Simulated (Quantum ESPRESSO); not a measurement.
Crystal: AlCu2.

```
CELL_PARAMETERS angstrom
2.78693 0.00000 0.00000
0.00000 2.78693 0.00000
0.00000 0.00000 6.11676
ATOMIC_POSITIONS crystal
Al 0.00000 0.00000 0.50000
Cu 0.00000 0.00000 0.80915
Cu 0.00000 0.00000 0.19085
```

The cell was built by a generator and needn't be a form met in nature.

| Property | Result |
| --- | --- |
| Program | Quantum ESPRESSO 7.5 |
| Task | relaxation of cell and atoms |
| Functional | PBE |
| Potentials or basis | Ansatz NC SR PBE |
| Cutoff | 1252 eV |
| Density cutoff | 5007 eV |
| k mesh | 4 × 4 × 2 |
| Occupations | fermi-dirac, width 0.05 eV |
| Spin | no spin polarisation |

At the start: pressure 23.7 GPa; volume 15.84 Å³/atom.

Question: Where does the relaxation end?

Answer: Over 15 steps the energy falls by 947.4 meV/atom and the volume is 15.88 Å³/atom (+0.3 %); space group P4/mmm (No. 123, to 0.05 Å).

Step by step:
| step | energy change (eV) | largest force (eV/Å) | pressure (GPa) | volume (Å³) |
| --- | --- | --- | --- | --- |
| 1 | 0.0000 | 5.8028 | 23.65 | 47.51 |
| 2 | -1.4276 | 2.0644 | 10.87 | 49.12 |
| 3 | -2.0498 | 0.0911 | 2.65 | 50.68 |
| 4 | -2.3506 | 0.5198 | -2.23 | 51.84 |
| 5 | -2.5276 | 0.5210 | -4.92 | 52.50 |
| 6 | -2.6783 | 0.3805 | -6.27 | 52.57 |
| 7 | -2.7095 | 0.1856 | -4.44 | 52.09 |
| 8 | -2.7579 | 0.1933 | -5.15 | 51.76 |
| 9 | -2.7881 | 0.1376 | -4.61 | 50.88 |
| 10 | -2.8180 | 0.0036 | -2.90 | 49.45 |
| 11 | -2.8388 | 0.1189 | -0.73 | 48.04 |
| 12 | -2.8406 | 0.1009 | -0.40 | 47.88 |
| 13 | -2.8412 | 0.0788 | -0.28 | 47.82 |
| 14 | -2.8422 | 0.0071 | 0.00 | 47.66 |
| 15 | -2.8422 | 0.0010 | 0.01 | 47.64 |

Final structure:
```
Al Cu
1.0
     2.51495    0.00000    0.00000
     0.00000    2.51495    0.00000
     0.00000    0.00000    7.53260
Al Cu
1 2
Direct
  0.00000 0.00000 0.50000
  0.00000 0.00000 0.83739
  0.00000 0.00000 0.16261
```

Caveat: the k mesh is coarse (spacing up to 0.56 Å⁻¹), so the values aren't converged.
